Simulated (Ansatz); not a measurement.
# AlGeH3O2: the cost of one run

Program: Ansatz 0.2.0 through its Python package. Level of theory: CAM-B3LYP/def2-SVP. These are calculated values, not measurements.

### 1 The system

Bond lengths: O1–Ge2 1.731 Å, Ge2–O3 1.794 Å, Ge2–Al4 2.442 Å, O3–Al4 1.874 Å, O1–H5 1.010 Å, Ge2–H6 1.563 Å, Al4–H7 1.586 Å. Angles: O1–Ge2–O3 107.2°, O1–Ge2–Al4 115.7°, O1–Ge2–H6 116.5°, O3–Ge2–Al4 49.7°, O3–Ge2–H6 110.0°, Al4–Ge2–H6 127.7°, Ge2–O1–H5 108.1°, Ge2–O3–Al4 83.4°, Ge2–Al4–O3 46.9°, Ge2–Al4–H7 133.6°, O3–Al4–H7 150.9°.

No structure file is read: the coordinates are typed or built in the script.

### 2 Script

File bend_algeh3o2.py:

```python
import ansatz as az
from ase import Atoms

atoms = Atoms(['O', 'Ge', 'O', 'Al', 'H', 'H', 'H'], positions=[
    (-1.6101, 0.8896, -0.0734),
    (0.0093, 0.6943, 0.5052),
    (0.1395, -0.9689, 1.1656),
    (1.2095, -1.254, -0.3468),
    (-1.6152, 0.6971, -1.0651),
    (0.5016, 1.7314, 1.5662),
    (1.4267, -1.8576, -1.7975),
])

first = (
    az.Crystal.molecule_from_ase(atoms).calculation()
    .basis(gaussian='def2-SVP')
    .functional('cam_b3lyp')
    .relax(force_tolerance=0.02, max_steps=80)
)
atoms.positions = first.run().report['positions_ang']

rows = []
for angle in [85, 95, 105, 115, 125, 140, 160]:
    bent = atoms.copy()
    bent.set_angle(1, 0, 4, angle, indices=[4])
    job = (
        az.Crystal.molecule_from_ase(bent).calculation()
        .basis(gaussian='def2-SVP')
        .functional('cam_b3lyp')
    )
    rows.append((angle, job.run().report['free_energy_ev']))
floor = min(e for _, e in rows)
for angle, e in rows:
    print(f'angle Ge1-O0-H4 = {angle:3d} deg   {1000 * (e - floor):9.1f} meV')
```

### 3 What the engine is handed

The package turns the script's settings into the engine's input (first run):

```yaml
crystal:
  periodic: [false, false, false]
  atoms:
    - { symbol: O, position_ang: [-1.6101, 0.8896, -0.0734] }
    - { symbol: Ge, position_ang: [0.0093, 0.6943, 0.5052] }
    - { symbol: O, position_ang: [0.1395, -0.9689, 1.1656] }
    - { symbol: Al, position_ang: [1.2095, -1.254, -0.3468] }
    - { symbol: H, position_ang: [-1.6152, 0.6971, -1.0651] }
    - { symbol: H, position_ang: [0.5016, 1.7314, 1.5662] }
    - { symbol: H, position_ang: [1.4267, -1.8576, -1.7975] }
basis:
  gaussian:
    orbitals: def2-SVP
hamiltonian:
  xc: cam_b3lyp
relax:
  f_tol: 0.02
  max_steps: 80
```

### 4 Running it

The run is started by

```sh
$ python bend_algeh3o2.py
```

What time and memory should one allow on 1 thread of Arm Neoverse V1, shared host?

About 77 s, with a peak of 0.31 GiB.
